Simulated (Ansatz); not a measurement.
**GeOF₃ radical: one species, many methods**

An exercise on one series of results from a longer session: the logs are not shown, and one member is left open.

The runs use Ansatz 0.2.0, Gaussian basis; functionals in def2-TZVPP, the program's frozen cores in correlated methods.

Levels to be run: LDA (SPW92), PBE-D4, revPBE-D4, BLYP-D4, r2SCAN-D4, B97M-V, PBE0-D4, B3LYP-D4, r2SCANh-D4, r2SCAN0-D4, HSE06-D4, BHLYP-D4, CAM-B3LYP-D4, LC-ωPBE, ωB97X-V, ωB97M-V, B2PLYP, PBE-QIDH; CCSD(T)/def2-SVP; CCSD(T)/def2-TZVPP; MP2/def2-QZVPP; extrapolation to the limit; RPA on PBE.

**The geometry**

All runs share one geometry, relaxed beforehand with PBE0-D4 in a triple-zeta def2 set.

SMILES `[O][Ge]([F])([F])[F]`, 5 atoms, charge 0, spin multiplicity 2.

Atoms are counted from 1 here; the program's logs count them from 0.

Bond lengths: O1–Ge2 1.770 Å, Ge2–F3 1.697 Å, Ge2–F4 1.697 Å, Ge2–F5 1.697 Å. Angles: O1–Ge2–F3 107.1°, O1–Ge2–F4 112.2°, O1–Ge2–F5 111.5°, F3–Ge2–F4 109.3°, F3–Ge2–F5 109.9°, F4–Ge2–F5 106.8°.

The first run:

File in.yaml:

```yaml
crystal:
  periodic: [false, false, false]
  atoms:
    - {symbol: O, position_ang: [-0.574372, 0.094574, 1.657496]}
    - {symbol: Ge, position_ang: [0.003896, -0.010421, -0.012442]}
    - {symbol: F, position_ang: [1.388555, -0.990954, -0.000172]}
    - {symbol: F, position_ang: [-1.154519, -0.688286, -1.051304]}
    - {symbol: F, position_ang: [0.386339, 1.521386, -0.634978]}
basis:
  gaussian: {orbitals: def2-TZVPP}
magnetization: {spin_polarized: true, initial_magnetization: 1}
hamiltonian: {xc: lda}
output: {orbitals: {seedname: orbitals}}
```

On the command line:

```console
$ ansatz run in.yaml --threads 2 --pin off --events-out ev --progress --plain --max-ram 32768MiB --backend cpu
```

Steps of the session up to this table: LDA; PBE-D4 (GGA); revPBE-D4 (GGA); BLYP-D4 (GGA); r2SCAN-D4 (meta-GGA); B97M-V (meta-GGA); B3LYP-D4 (hybrid); r2SCANh-D4 (hybrid); r2SCAN0-D4 (hybrid); HSE06-D4 (hybrid); BHLYP-D4 (hybrid); CAM-B3LYP-D4 (range-separated); LC-ωPBE (range-separated); ωB97X-V (range-separated); ωB97M-V (range-separated); B2PLYP (double hybrid); PBE-QIDH (double hybrid).

One of the session's tables, all rows but one given; the rest of the session is left out.

It belongs to the step «Orbital energies across the functionals». 

```
  functional  HOMO (eV)  LUMO (eV)  gap (eV)
 LDA (SPW92)      -8.80      -8.66      0.15
      PBE-D4      -8.67      -7.84      0.83
   revPBE-D4          ?          ?         ?
     BLYP-D4      -8.61      -7.85      0.75
   r2SCAN-D4      -9.14      -7.05      2.10
      B97M-V      -9.23      -6.96      2.27
     PBE0-D4     -10.61      -5.94      4.68
    B3LYP-D4     -10.34      -6.57      3.77
  r2SCANh-D4      -9.86      -6.38      3.48
  r2SCAN0-D4     -10.93      -5.39      5.54
    HSE06-D4     -10.19      -6.34      3.85
    BHLYP-D4     -12.49      -4.19      8.29
CAM-B3LYP-D4     -12.22      -4.86      7.36
     LC-ωPBE     -13.62      -3.27     10.35
     ωB97X-V     -13.21      -3.64      9.57
     ωB97M-V     -13.11      -3.66      9.45
```

Q: Estimate the row for revPBE-D4 from the others.

As computed: HOMO (eV): -8.58; LUMO (eV): -7.63; gap (eV): 0.95. In the column «HOMO (eV)» it is the highest.
